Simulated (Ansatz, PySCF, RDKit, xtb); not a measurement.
# Which structure has the formula BSbS?

Only the formula BSbS is given. Aim: find the structure of lowest free energy at 298.15 K, then its properties.

The funnel: GFN2-xTB relaxations, single points with a density functional, relaxations at BLYP-D3(BJ)/def2-SVP, harmonic vibrations, and a last energy at a higher level. All values are calculated.

5 further runs of the same task are left out: 5 set aside as unsound or not needed.

## 1. Drawing up candidates

A program enumerates the bonding patterns with one Lewis structure each (two rings at most, one unusual centre or charged pair), with their diastereomers. O–O, O–halogen and N–halogen bonds and N–N–N chains are not drawn. That gives 3 candidates.

| label | SMILES | spin |
| --- | --- | --- |
| c021 | [B]#[Sb]=[S] | singlet |
| c674 | B#[S]#[Sb] | singlet |
| c694 | [B]1=[Sb][S]1 | singlet |

Candidates are built by distance geometry, with a force field where one applies, in up to four conformers (letters a to d). 2 starts with atoms placed at random are added, to find patterns that the rules miss.

Q: Predict the outcome of this search (final energies at CCSD(T)/def2-TZVPP).

| quantity | value |
| --- | --- |
| lowest structure found | [S][B][Sb], triplet, C∞v |
| next finalist | [S][B][Sb] ‡, singlet, 22.7 kcal/mol higher in G |
| share at equilibrium, among the finalists | 100.0 % |
| harmonic wavenumbers, lowest and highest (BLYP-D3(BJ)/def2-SVP) | 206 and 1194 cm⁻¹ |
| rotational constants, same geometry | 0.04318 cm⁻¹ |
| dipole moment (PBE0/def2-TZVPD) | 2.53 D |
| HOMO energy (highest over α and β) (PBE0/def2-TZVPD) | -6.93 eV |
| LUMO energy (lowest over α and β) (PBE0/def2-TZVPD) | -3.79 eV |
| lowest excitation (TD-PBE0/def2-SVPD) | 2.98 eV (f = 0.000) |
| vertical ionisation energy (to the doublet cation) | 8.95 eV |
| vertical electron affinity | 2.09 eV |
| vertical singlet less triplet | +1.07 eV |

`[S][B][Sb]` comes out lowest. The margin of 22.7 kcal/mol over the next finalist is beyond the usual error of the last level; it says nothing of structures that weren't ranked. BLYP-D3(BJ)/def2-SVP, HF/def2-TZVPP and MP2/def2-TZVPP already put its bonding pattern lowest among the structures in one piece. A large T1 diagnostic among the finalists warns that one reference determinant may not suffice. It concerns: the finalist [S][B][Sb] ‡ (singlet). The closed-shell singlet of the same pattern is poorly described by one determinant, so the gap to it is too large. Spin-orbit coupling, which matters for elements this heavy, is left out. The stability test raises a flag; for an open shell a flag towards a general spinor solution can be the free rotation of the spin. Lowest found is not proven lowest: the search is finite, and each finalist counts with one conformer.

‡ marks the bonded skeleton alone, with all bonds drawn single: no Lewis structure was assigned that passes a check against the bond lengths.
